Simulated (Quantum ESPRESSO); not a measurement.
# Pb3O (Im-3m) in Quantum ESPRESSO: notebook

The runs below take Pb3O through Wannier functions, with LDA.

Program: Quantum ESPRESSO 7.5. These are calculated values, not measurements. Logs are shortened: lines on timing, memory, paths and dates and some standing lists are left out, and cuts for length are marked.

## (1) The crystal as given

It takes space group Im-3m (No. 229, cubic). Conventional cell: a = 6.008 Å, b = 6.008 Å, c = 6.008 Å, α = 90.00°, β = 90.00°, γ = 90.00°. Pb (site symmetry 4/mmm) is surrounded by 4 Pb at 3.00 Å and 2 O at 3.00 Å. O (site symmetry m-3m) is surrounded by 6 Pb at 3.00 Å.

The cell was built by a generator and needn't be a form met in nature.

## (2) Wannier functions, LDA

File pw.in:

```
&CONTROL
  calculation = 'scf'
  prefix = 'pwscf'
  outdir = './tmp'
  pseudo_dir = './pseudo'
  tprnfor = .true.
  tstress = .true.
  disk_io = 'low'
/
&SYSTEM
  ibrav = 0
  nat = 4
  ntyp = 2
  ecutwfc = 45
  ecutrho = 360
  nbnd = 33
  occupations = 'smearing'
  smearing = 'fd'
  degauss = 0.00367493
/
&ELECTRONS
  conv_thr = 8d-10
  electron_maxstep = 120
  mixing_beta = 0.5
/
ATOMIC_SPECIES
Pb   207.2000 pb_lda_v1.uspp.F.UPF
O     15.9990 o_lda_v1.2.uspp.F.UPF
CELL_PARAMETERS bohr
  -5.6764160249    5.6764160249    5.6764160249
   5.6764160249   -5.6764160249    5.6764160249
   5.6764160249    5.6764160249   -5.6764160249
ATOMIC_POSITIONS bohr
Pb     5.6764160249    0.0000000000    0.0000000000
Pb     0.0000000000    5.6764160249    0.0000000000
Pb     0.0000000000    0.0000000000    5.6764160249
O      0.0000000000    0.0000000000    0.0000000000
K_POINTS automatic
5 5 5 0 0 0
```

File nscf.in:

```
&CONTROL
  calculation = 'nscf'
  prefix = 'pwscf'
  outdir = './tmp'
  pseudo_dir = './pseudo'
  disk_io = 'low'
/
&SYSTEM
  ibrav = 0
  nat = 4
  ntyp = 2
  ecutwfc = 45
  ecutrho = 360
  nbnd = 46
  occupations = 'smearing'
  smearing = 'fd'
  degauss = 0.00367493
  nosym = .true.
  noinv = .true.
/
&ELECTRONS
  conv_thr = 1d-09
  electron_maxstep = 120
  mixing_beta = 0.5
  diago_full_acc = .true.
  startingwfc = 'random'
/
ATOMIC_SPECIES
Pb   207.2000 pb_lda_v1.uspp.F.UPF
O     15.9990 o_lda_v1.2.uspp.F.UPF
CELL_PARAMETERS bohr
  -5.6764160249    5.6764160249    5.6764160249
   5.6764160249   -5.6764160249    5.6764160249
   5.6764160249    5.6764160249   -5.6764160249
ATOMIC_POSITIONS bohr
Pb     5.6764160249    0.0000000000    0.0000000000
Pb     0.0000000000    5.6764160249    0.0000000000
Pb     0.0000000000    0.0000000000    5.6764160249
O      0.0000000000    0.0000000000    0.0000000000
K_POINTS crystal
64
  0.00000000   0.00000000   0.00000000 1.56250000e-02
  0.00000000   0.00000000   0.25000000 1.56250000e-02
  0.00000000   0.00000000   0.50000000 1.56250000e-02
  0.00000000   0.00000000   0.75000000 1.56250000e-02
  0.00000000   0.25000000   0.00000000 1.56250000e-02
  0.00000000   0.25000000   0.25000000 1.56250000e-02
[... 56 lines left out ...]
  0.75000000   0.75000000   0.50000000 1.56250000e-02
  0.75000000   0.75000000   0.75000000 1.56250000e-02
```

File pw2wan.in:

```
&INPUTPP
  prefix = 'pwscf'
  outdir = './tmp'
  seedname = 'w'
  write_mmn = .true.
  write_amn = .true.
  scdm_proj = .true.
  scdm_entanglement = 'erfc'
  scdm_mu = 11.92
  scdm_sigma = 1
/
```

File bands.in:

```
&CONTROL
  calculation = 'bands'
  prefix = 'pwscf'
  outdir = './tmp'
  pseudo_dir = './pseudo'
  disk_io = 'low'
/
&SYSTEM
  ibrav = 0
  nat = 4
  ntyp = 2
  ecutwfc = 45
  ecutrho = 360
  nbnd = 46
  occupations = 'smearing'
  smearing = 'fd'
  degauss = 0.00367493
/
&ELECTRONS
  conv_thr = 1d-08
  electron_maxstep = 120
  mixing_beta = 0.5
  diago_full_acc = .true.
  startingwfc = 'random'
/
ATOMIC_SPECIES
Pb   207.2000 pb_lda_v1.uspp.F.UPF
O     15.9990 o_lda_v1.2.uspp.F.UPF
CELL_PARAMETERS bohr
  -5.6764160249    5.6764160249    5.6764160249
   5.6764160249   -5.6764160249    5.6764160249
   5.6764160249    5.6764160249   -5.6764160249
ATOMIC_POSITIONS bohr
Pb     5.6764160249    0.0000000000    0.0000000000
Pb     0.0000000000    5.6764160249    0.0000000000
Pb     0.0000000000    0.0000000000    5.6764160249
O      0.0000000000    0.0000000000    0.0000000000
K_POINTS crystal
43
  0.00000000   0.00000000   0.00000000 1
  0.05555600  -0.05555600   0.05555600 1
  0.11111100  -0.11111100   0.11111100 1
  0.16666700  -0.16666700   0.16666700 1
  0.22222200  -0.22222200   0.22222200 1
  0.27777800  -0.27777800   0.27777800 1
  0.33333300  -0.33333300   0.33333300 1
  0.38888900  -0.38888900   0.38888900 1
  0.44444400  -0.44444400   0.44444400 1
  0.50000000  -0.50000000   0.50000000 1
  0.41666700  -0.41666700   0.50000000 1
  0.33333300  -0.33333300   0.50000000 1
  0.25000000  -0.25000000   0.50000000 1
  0.16666700  -0.16666700   0.50000000 1
  0.08333300  -0.08333300   0.50000000 1
  0.00000000   0.00000000   0.50000000 1
  0.00000000   0.00000000   0.41666700 1
  0.00000000   0.00000000   0.33333300 1
  0.00000000   0.00000000   0.25000000 1
  0.00000000   0.00000000   0.16666700 1
  0.00000000   0.00000000   0.08333300 1
  0.00000000   0.00000000   0.00000000 1
  0.03125000   0.03125000   0.03125000 1
  0.06250000   0.06250000   0.06250000 1
  0.09375000   0.09375000   0.09375000 1
  0.12500000   0.12500000   0.12500000 1
  0.15625000   0.15625000   0.15625000 1
  0.18750000   0.18750000   0.18750000 1
  0.21875000   0.21875000   0.21875000 1
  0.25000000   0.25000000   0.25000000 1
  0.28125000   0.15625000   0.28125000 1
  0.31250000   0.06250000   0.31250000 1
  0.34375000  -0.03125000   0.34375000 1
  0.37500000  -0.12500000   0.37500000 1
  0.40625000  -0.21875000   0.40625000 1
  0.43750000  -0.31250000   0.43750000 1
  0.46875000  -0.40625000   0.46875000 1
  0.50000000  -0.50000000   0.50000000 1
  0.25000000   0.25000000   0.25000000 1
  0.18750000   0.18750000   0.31250000 1
  0.12500000   0.12500000   0.37500000 1
  0.06250000   0.06250000   0.43750000 1
  0.00000000   0.00000000   0.50000000 1
```

File w.win:

```
num_wann = 31
num_bands = 46
auto_projections = true
dis_num_iter = 0
num_iter = 1200
search_shells = 100
kmesh_tol = 1.0d-4
conv_tol = 1.0d-8
conv_window = 4
num_print_cycles = 200
fermi_energy = 8.917
bands_plot = true
write_hr = true
mp_grid = 4 4 4
begin unit_cell_cart
ang
 -3.0038300000   3.0038300000   3.0038300000
  3.0038300000  -3.0038300000   3.0038300000
  3.0038300000   3.0038300000  -3.0038300000
end unit_cell_cart
begin atoms_frac
Pb   0.0000000000   0.5000000000   0.5000000000
Pb   0.5000000000   0.0000000000   0.5000000000
Pb   0.5000000000   0.5000000000   0.0000000000
O    0.0000000000   0.0000000000   0.0000000000
end atoms_frac
begin kpoint_path
G   0.0000000000   0.0000000000   0.0000000000  H   0.5000000000  -0.5000000000   0.5000000000
H   0.5000000000  -0.5000000000   0.5000000000  N   0.0000000000   0.0000000000   0.5000000000
N   0.0000000000   0.0000000000   0.5000000000  G   0.0000000000   0.0000000000   0.0000000000
G   0.0000000000   0.0000000000   0.0000000000  P   0.2500000000   0.2500000000   0.2500000000
P   0.2500000000   0.2500000000   0.2500000000  H   0.5000000000  -0.5000000000   0.5000000000
P   0.2500000000   0.2500000000   0.2500000000  N   0.0000000000   0.0000000000   0.5000000000
end kpoint_path
bands_num_points = 9
begin kpoints
  0.00000000   0.00000000   0.00000000
  0.00000000   0.00000000   0.25000000
  0.00000000   0.00000000   0.50000000
  0.00000000   0.00000000   0.75000000
  0.00000000   0.25000000   0.00000000
  0.00000000   0.25000000   0.25000000
[... 56 lines left out ...]
  0.75000000   0.75000000   0.50000000
  0.75000000   0.75000000   0.75000000
end kpoints
```

Potentials or basis: GBRV 1.5 LDA.

Started as:

```console
$ OMP_NUM_THREADS=1 pw.x -in pw.in > pw.out
$ OMP_NUM_THREADS=1 pw.x -in nscf.in > nscf.out
$ wannier90.x -pp w
$ OMP_NUM_THREADS=1 pw2wannier90.x -in pw2wan.in > pw2wan.out
$ wannier90.x w
$ OMP_NUM_THREADS=1 pw.x -in bands.in > bands.out
```

pw.out:

```text
This program is part of the open-source Quantum ESPRESSO suite
     for quantum simulation of materials; please cite
[... 9 lines left out ...]
     --------------------
     sticks:   dense  smooth     PW     G-vecs:    dense   smooth      PW
     Sum        2611    1299    375                84535    29797    4585

     Using Slab Decomposition

     bravais-lattice index     =            0
     lattice parameter (alat)  =       9.8318  a.u.
     unit-cell volume          =     731.6151 (a.u.)^3
     number of atoms/cell      =            4
     number of atomic types    =            2
     number of electrons       =        48.00
     number of Kohn-Sham states=           33
     kinetic-energy cutoff     =      45.0000  Ry
     charge density cutoff     =     360.0000  Ry
     scf convergence threshold =      8.0E-10
     mixing beta               =       0.5000
     number of iterations used =            8  plain     mixing
     Exchange-correlation= SLA  PZ   NOGX NOGC
                           (   1   1   0   0   0   0   0)

     celldm(1)=   9.831841  celldm(2)=   0.000000  celldm(3)=   0.000000
     celldm(4)=   0.000000  celldm(5)=   0.000000  celldm(6)=   0.000000

     crystal axes: (cart. coord. in units of alat)
               a(1) = (  -0.577350   0.577350   0.577350 )
               a(2) = (   0.577350  -0.577350   0.577350 )
               a(3) = (   0.577350   0.577350  -0.577350 )

     reciprocal axes: (cart. coord. in units 2 pi/alat)
               b(1) = ( -0.000000  0.866025  0.866025 )
               b(2) = (  0.866025 -0.000000  0.866025 )
               b(3) = (  0.866025  0.866025  0.000000 )

     PseudoPot. # 1 for Pb read from file:
     pb_lda_v1.uspp.F.UPF
     Pseudo is Ultrasoft + core correction, Zval = 14.0
     Generated by new atomic code, or converted to UPF format
     Using radial grid of  899 points,  6 beta functions with:
                l(1) =   0
                l(2) =   0
                l(3) =   1
                l(4) =   1
                l(5) =   2
                l(6) =   2
     Q(r) pseudized with  6 coefficients,  rinner =    1.000   1.000   1.000
                                                       1.000   1.000

     PseudoPot. # 2 for O  read from file:
     o_lda_v1.2.uspp.F.UPF
     Pseudo is Ultrasoft + core correction, Zval =  6.0
     Generated by new atomic code, or converted to UPF format
     Using radial grid of  737 points,  5 beta functions with:
                l(1) =   0
                l(2) =   0
                l(3) =   1
                l(4) =   1
                l(5) =   2
     Q(r) pseudized with  8 coefficients,  rinner =    0.900   0.900   0.900
                                                       0.900   0.900

     atomic species   valence    mass     pseudopotential
     Pb               14.00   207.20000     Pb( 1.00)
     O                 6.00    15.99900     O ( 1.00)
[... 18 lines left out ...]
        k(    6) = (   0.3464102   0.3464102   0.3464102), wk =   0.1280000
        k(    7) = (   0.0000000   0.0000000   0.3464102), wk =   0.0960000
        k(    8) = (   0.0000000  -0.1732051   0.5196152), wk =   0.3840000
        k(    9) = (  -0.6928203  -0.1732051  -0.1732051), wk =   0.1280000
        k(   10) = (   0.0000000   0.0000000   0.6928203), wk =   0.0960000

     Dense  grid:    84535 G-vectors     FFT dimensions: (  60,  60,  60)

     Smooth grid:    29797 G-vectors     FFT dimensions: (  45,  45,  45)

     Check: negative core charge=   -0.000002

     Initial potential from superposition of free atoms

     starting charge      47.9946, renormalised to      48.0000

     negative rho (up, down):  4.571E-02 0.000E+00
     Starting wfcs are   31 randomized atomic wfcs +    2 random wfcs

     Self-consistent Calculation

     iteration #  1     ecut=    45.00 Ry     beta= 0.50
     Davidson diagonalization with overlap
     ethr =  1.00E-02,  avg # of iterations =  4.5

     negative rho (up, down):  4.501E-02 0.000E+00
[... 46 lines left out ...]
     total energy              =    -524.17841913 Ry
     estimated scf accuracy    <       0.00027095 Ry

     iteration #  7     ecut=    45.00 Ry     beta= 0.50
     Davidson diagonalization with overlap
     c_bands:  2 eigenvalues not converged
     c_bands:  2 eigenvalues not converged
     ethr =  5.64E-07,  avg # of iterations = 14.2

     negative rho (up, down):  4.702E-02 0.000E+00

     total energy              =    -524.17835288 Ry
     estimated scf accuracy    <       0.00040937 Ry
[... 46 lines left out ...]
     iteration # 13     ecut=    45.00 Ry     beta= 0.50
     Davidson diagonalization with overlap
     ethr =  3.46E-11,  avg # of iterations =  2.6

     negative rho (up, down):  4.701E-02 0.000E+00

     End of self-consistent calculation

          k = 0.0000 0.0000 0.0000 (  3781 PWs)   bands (ev):

    -8.7598  -8.7598  -8.4373  -8.4232  -8.4232  -8.4232  -8.0789  -8.0789
    -8.0789  -7.9216  -7.9216  -7.9216  -7.8548  -7.8548  -7.5403  -6.7684
    -2.2582   2.8656   2.8656   6.5412   6.5412   6.5412   6.6291   6.6291
     6.6291  11.6670  11.6670  11.6670  13.3795  13.3795  13.3795  15.7820
    15.8176
[... 43 lines left out ...]
    -8.7633  -8.5906  -8.4090  -8.3420  -8.3420  -8.3038  -8.1142  -8.1142
    -8.0914  -8.0492  -7.9698  -7.9698  -7.9181  -7.8752  -7.6568  -6.7175
    -1.8614   1.0457   2.8189   5.7853   5.7853   6.9857   6.9857   7.5202
     9.6536  10.2705  11.5734  11.5734  13.5389  13.9059  15.6569  15.6569
    15.8190

          k = 0.0000-0.1732 0.5196 (  3732 PWs)   bands (ev):

    -8.7406  -8.4929  -8.3737  -8.3227  -8.2925  -8.2849  -8.1390  -8.1344
    -8.1252  -8.1097  -7.9951  -7.9646  -7.9341  -7.9011  -7.7305  -6.6671
    -1.2611   0.0295   2.5621   5.3333   5.9755   7.0205   7.1862   7.8968
     9.1493  11.0093  11.6252  12.5022  13.0341  15.2335  15.6490  15.8178
    15.8583

          k =-0.6928-0.1732-0.1732 (  3721 PWs)   bands (ev):

    -8.7431  -8.4476  -8.4476  -8.3454  -8.3363  -8.3363  -8.1265  -8.1265
    -8.1208  -8.0731  -7.9572  -7.9528  -7.9528  -7.7974  -7.7974  -6.6337
    -0.6054  -0.6054   2.5802   5.7257   5.7518   5.7518   7.8942   7.8942
     8.5342  10.7938  12.3332  12.3332  15.6876  15.7234  15.7558  15.7558
    15.8226

          k = 0.0000 0.0000 0.6928 (  3716 PWs)   bands (ev):

    -8.8171  -8.5199  -8.4613  -8.3864  -8.3604  -8.3604  -8.1226  -8.1226
    -8.1117  -8.0890  -7.9302  -7.9302  -7.9122  -7.7629  -7.6971  -6.5910
    -0.7208  -0.2499   3.5414   4.7607   4.7607   5.5443   7.6354   7.6354
     8.2866  12.2228  12.3676  12.3676  15.5173  15.7949  15.8126  15.8154
    16.1689

     the Fermi energy is     8.9170 ev

!    total energy              =    -524.17841315 Ry
     estimated scf accuracy    <          3.9E-11 Ry
     smearing contrib. (-TS)   =      -0.00179320 Ry
     internal energy E=F+TS    =    -524.17661995 Ry

     The total energy is F=E-TS. E is the sum of the following terms:
     one-electron contribution =    -122.09179906 Ry
     hartree contribution      =      94.59119398 Ry
     xc contribution           =    -196.25017373 Ry
     ewald contribution        =    -300.42584113 Ry

     convergence has been achieved in  13 iterations

     negative rho (up, down):  4.701E-02 0.000E+00

     Forces acting on atoms (cartesian axes, Ry/au):

     atom    1 type  1   force =     0.00000000   -0.00000000    0.00000000
     atom    2 type  1   force =    -0.00000000    0.00000000    0.00000000
     atom    3 type  1   force =    -0.00000000    0.00000000    0.00000000
     atom    4 type  2   force =    -0.00000000   -0.00000000   -0.00000000

     Total force =     0.000000     Total SCF correction =     0.000000

     Computing stress (Cartesian axis) and pressure

     negative rho (up, down):  4.701E-02 0.000E+00
          total   stress  (Ry/bohr**3)                   (kbar)     P=      -49.68
  -0.00033771  -0.00000000  -0.00000000          -49.68       -0.00       -0.00
  -0.00000000  -0.00033771   0.00000000           -0.00      -49.68        0.00
   0.00000000   0.00000000  -0.00033771            0.00        0.00      -49.68

=------------------------------------------------------------------------------=
   JOB DONE.
=------------------------------------------------------------------------------=
```

It took 11 min on 1 thread of Intel Xeon 6975P-C (Granite Rapids), shared host; peak memory 0.35 GiB.

Results:

```yaml
Free_energy: -7131.8106 eV
Pressure: -5.0 GPa
Band_gap_on_the_k_mesh: none (metal or under the smearing width)
Total_Wannier_spread: 78.94 Å² over 31 functions
RMS_miss_of_the_Wannier_bands: 0.068 eV
```

Levels at the corners of the path, in eV from the Fermi level:
```tsv
point	band 22	band 23	band 24	band 25	band 26	band 27	band 28	band 29
Γ	-2.38	-2.29	-2.29	-2.29	2.75	2.75	2.75	4.46
H	-4.31	-1.17	-1.17	-1.17	3.73	3.73	3.73	6.90
N	-1.43	-1.33	-0.29	0.92	2.00	2.27	2.71	3.18
Γ	-2.38	-2.29	-2.29	-2.29	2.75	2.75	2.75	4.46
P	-1.35	-1.05	1.78	1.78	1.78	2.43	2.43	2.43
H	-4.31	-1.17	-1.17	-1.17	3.73	3.73	3.73	6.90
P	-1.35	-1.05	1.78	1.78	1.78	2.43	2.43	2.43
N	-1.43	-1.33	-0.29	0.92	2.00	2.27	2.71	3.18
```

Wannier functions:
| function | nearest atom | distance (Å) | spread (Å²) | on-site energy from the reference level (eV) |
| --- | --- | --- | --- | --- |
| 1 | 4 O | 0.36 | 0.55 | -6.77 |
| 2 | 4 O | 0.36 | 0.55 | -6.77 |
| 3 | 1 Pb | 0.16 | 0.88 | -14.96 |
| 4 | 3 Pb | 0.12 | 0.87 | -14.95 |
| 5 | 2 Pb | 0.40 | 1.43 | -12.38 |
| 6 | 2 Pb | 0.22 | 1.02 | -14.87 |
| 7 | 1 Pb | 0.28 | 1.31 | -13.07 |
| 8 | 3 Pb | 0.22 | 1.02 | -13.70 |
| 9 | 3 Pb | 0.03 | 0.94 | -14.78 |
| 10 | 1 Pb | 0.28 | 1.09 | -13.23 |
| 11 | 2 Pb | 0.40 | 1.81 | -10.69 |
| 12 | 1 Pb | 0.40 | 1.81 | -10.93 |
| 13 | 3 Pb | 0.06 | 0.87 | -15.29 |
| 14 | 2 Pb | 0.39 | 1.36 | -11.40 |
| 15 | 3 Pb | 0.03 | 0.96 | -14.74 |
| 16 | 1 Pb | 0.07 | 0.93 | -14.93 |
| 17 | 2 Pb | 0.48 | 1.91 | -10.97 |
| 18 | 1 Pb | 0.35 | 1.26 | -11.59 |
| 19 | 3 Pb | 0.36 | 1.42 | -10.52 |
| 20 | 2 Pb | 0.42 | 1.40 | -10.93 |
| 21 | 4 O | 0.24 | 0.71 | -3.03 |
| 22 | 4 O | 0.24 | 0.71 | -3.03 |
| 23 | 2 Pb | 0.76 | 2.35 | -7.61 |
| 24 | 2 Pb | 0.55 | 2.85 | -7.40 |
| 25 | 2 Pb | 0.52 | 1.77 | -7.49 |
| 26 | 1 Pb | 0.74 | 2.69 | -6.18 |

Parts of the spread (Å²): invariant 45.68, diagonal 2.061, off-diagonal 31.20, total 78.94. Against the direct bands the interpolation misses by 68 meV (root mean square) and 664 meV at most, for states up to 1 eV over the reference level.

Caveat: spin-orbit coupling is left out, which moves the levels of the heavy elements.

(Continued in part 2 of 2.)
